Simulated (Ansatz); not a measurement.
# Ge4MoW: the cost of one run

Computed with Ansatz 0.2.0 (DFT PBE, scalar-relativistic, plane waves, PAW, unless a step's input says otherwise).

### Step 1. The structure to begin with

It takes space group Pmc2_1 (No. 26, orthorhombic). The conventional cell has a = 3.664 Å, b = 9.113 Å, c = 6.735 Å, α = 90.00°, β = 90.00°, γ = 90.00°. Ge (site symmetry m) is surrounded by 4 Ge at 2.69 to 2.86 Å and 2 Mo at 2.73 to 2.85 Å and 2 W at 2.77 Å. Around Ge (site symmetry m) lie 4 Ge at 2.69 to 2.86 Å and 2 W at 2.73 to 2.85 Å and 2 Mo at 2.77 Å. Ge (site symmetry m) is surrounded by 4 W at 2.82 to 2.85 Å and 5 Ge at 2.86 to 3.28 Å and 1 Mo at 3.04 Å. Ge (site symmetry m) is surrounded by 4 Mo at 2.82 to 2.85 Å and 5 Ge at 2.86 to 3.28 Å and 1 W at 3.04 Å. Mo (site symmetry m) is surrounded by 9 Ge at 2.73 to 3.04 Å. W (site symmetry m) has 9 Ge at 2.73 to 3.04 Å in its first shell of neighbours.

Coordinates:

```
Ge Mo W
1.0
     3.66443    0.00000    0.00000
     0.00000    9.11276    0.00000
     0.00000    0.00000    6.73529
Ge Mo W
8 2 2
Direct
  0.50000 0.29070 0.13500
  0.00000 0.79070 0.36500
  0.50000 0.70930 0.63500
  0.00000 0.20930 0.86500
  0.50000 0.88190 0.06310
  0.00000 0.38190 0.43690
  0.50000 0.11810 0.56310
  0.00000 0.61810 0.93690
  0.50000 0.42160 0.75020
  0.50000 0.57840 0.25020
  0.00000 0.92160 0.74980
  0.00000 0.07840 0.24980
```

The start is an ordering of an alloy on its end members' structure types: elements ordered on the sites of the Ge2Mo type, Mo/W on Mo (Pmc2_1, No. 26).

### Step 2. The guess as it stands, on a coarse mesh

input.yaml

```yaml
crystal:
  lattice:
    - [3.66442952, 0.0, 0.0]
    - [0.0, 9.11275965, 0.0]
    - [0.0, 0.0, 6.73528727]
  atoms:
    - { symbol: Ge, position: [0.5, 0.29070001, 0.13499999] }
    - { symbol: Ge, position: [0.0, 0.79070001, 0.36500001] }
    - { symbol: Ge, position: [0.5, 0.70929999, 0.63499999] }
    - { symbol: Ge, position: [0.0, 0.20929999, 0.86500001] }
    - { symbol: Ge, position: [0.5, 0.88190002, 0.06309998] }
    - { symbol: Ge, position: [0.0, 0.38190002, 0.43690002] }
    - { symbol: Ge, position: [0.5, 0.11809998, 0.56309998] }
    - { symbol: Ge, position: [0.0, 0.61809998, 0.93690002] }
    - { symbol: Mo, position: [0.5, 0.42160001, 0.7502] }
    - { symbol: Mo, position: [0.5, 0.57839999, 0.2502] }
    - { symbol: W, position: [0.0, 0.92160001, 0.7498] }
    - { symbol: W, position: [0.0, 0.07839999, 0.2498] }
basis:
  ecutwfc: 420
kpoints:
  mp_grid: { grid: [6, 2, 4] }
hamiltonian:
  xc: pbe
scf:
  occupations: { method: gaussian, width: 0.1 }
  lower_state_search: "off"
output:
  forces: true
  stress: true
  eigenvalues: true
```

On the command line:

```sh
$ ansatz run input.yaml --threads 4 --pin off --max-ram 8192MiB --backend cpu --events-out ev --progress --plain --runs-dir out
```

Q: Estimate wall time and peak memory on 4 threads of INTEL XEON PLATINUM 8581C at 2.10GHz (Emerald Rapids), shared host.

About 7.2 s, with a peak of 1 GiB.
